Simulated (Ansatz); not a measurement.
# CH₃FSSi: a ladder of functionals and wavefunction methods

An exercise on one series of results from a longer session: the logs are not shown, and one member is left open.

The runs use Ansatz 0.2.0, Gaussian basis; functionals in def2-TZVPP, the program's frozen cores in correlated methods.

Levels to be run: LDA (SPW92), PBE-D4, revPBE-D4, BLYP-D4, r2SCAN-D4, B97M-V, PBE0-D4, B3LYP-D4, r2SCANh-D4, r2SCAN0-D4, HSE06-D4, BHLYP-D4, CAM-B3LYP-D4, LC-ωPBE, ωB97X-V, ωB97M-V, B2PLYP, PBE-QIDH; CCSD(T)/def2-SVP; CCSD(T)/def2-TZVPP; MP2/def2-QZVPP; extrapolation to the limit; RPA on PBE.

### The relaxed structure

All runs share one geometry, relaxed beforehand with PBE0-D4 in a triple-zeta def2 set.

SMILES `FC1[SiH2]S1`, 7 atoms, charge 0, spin multiplicity 1.

Atoms are counted from 1 here; the program's logs count them from 0.

Bond lengths: F1–C2 1.366 Å, C2–Si3 1.856 Å, C2–S4 1.839 Å, C2–H5 1.087 Å, Si3–S4 2.095 Å, Si3–H6 1.477 Å, Si3–H7 1.480 Å. Angles: F1–C2–Si3 119.7°, F1–C2–S4 114.8°, F1–C2–H5 109.9°, Si3–C2–S4 69.1°, Si3–C2–H5 123.7°, S4–C2–H5 112.9°, C2–Si3–S4 55.1°, C2–Si3–H6 117.5°, C2–Si3–H7 120.9°, S4–Si3–H6 118.5°, S4–Si3–H7 118.9°, H6–Si3–H7 113.9°, C2–S4–Si3 55.8°.

As a file:

```
F    -1.9090    0.1031    0.4357
C    -0.8131    0.1441   -0.3781
Si    0.8831   -0.0256    0.3551
S    -0.0854   -1.4973   -0.7779
H    -1.0317    0.7358   -1.2629
H     0.9775   -0.2119    1.8173
H     2.0398    0.6838   -0.2350
```

The first run:

File in.yaml:

```yaml
crystal:
  periodic: [false, false, false]
  atoms:
    - {symbol: F, position_ang: [-1.909019, 0.103097, 0.435699]}
    - {symbol: C, position_ang: [-0.813138, 0.144105, -0.378074]}
    - {symbol: Si, position_ang: [0.883107, -0.025620, 0.355103]}
    - {symbol: S, position_ang: [-0.085407, -1.497257, -0.777921]}
    - {symbol: H, position_ang: [-1.031660, 0.735837, -1.262872]}
    - {symbol: H, position_ang: [0.977535, -0.211915, 1.817346]}
    - {symbol: H, position_ang: [2.039781, 0.683753, -0.234981]}
basis:
  gaussian: {orbitals: def2-TZVPP}
hamiltonian: {xc: lda}
output: {orbitals: {seedname: orbitals}}
```

Steps of the session up to this table: LDA; PBE-D4 (GGA); revPBE-D4 (GGA); BLYP-D4 (GGA); r2SCAN-D4 (meta-GGA); B97M-V (meta-GGA); PBE0-D4 (hybrid); B3LYP-D4 (hybrid); r2SCANh-D4 (hybrid); r2SCAN0-D4 (hybrid); HSE06-D4 (hybrid); BHLYP-D4 (hybrid); CAM-B3LYP-D4 (range-separated); LC-ωPBE (range-separated); ωB97X-V (range-separated); ωB97M-V (range-separated); B2PLYP (double hybrid); PBE-QIDH (double hybrid).

One table of the session follows, with a row left open; its other results are not shown here.

It belongs to the step «Orbital energies across the functionals». 

```
  functional  HOMO (eV)  gap (eV)
 LDA (SPW92)      -6.44      4.69
      PBE-D4      -6.32      4.78
   revPBE-D4          ?         ?
     BLYP-D4      -6.15      4.73
   r2SCAN-D4      -6.58      5.31
      B97M-V      -6.68      5.33
     PBE0-D4      -7.53      6.81
    B3LYP-D4      -7.27      6.35
  r2SCANh-D4      -7.03      6.05
  r2SCAN0-D4      -7.70      7.15
    HSE06-D4      -7.13      6.04
    BHLYP-D4      -8.58      8.72
CAM-B3LYP-D4      -8.82      9.10
     LC-ωPBE     -10.20     11.62
     ωB97X-V      -9.84     11.16
     ωB97M-V      -9.68     10.74
```

Estimate the missing values for revPBE-D4.

As computed: HOMO (eV): -6.27; gap (eV): 4.82. In the column «HOMO (eV)» it lies between PBE-D4 (-6.32) and BLYP-D4 (-6.15).
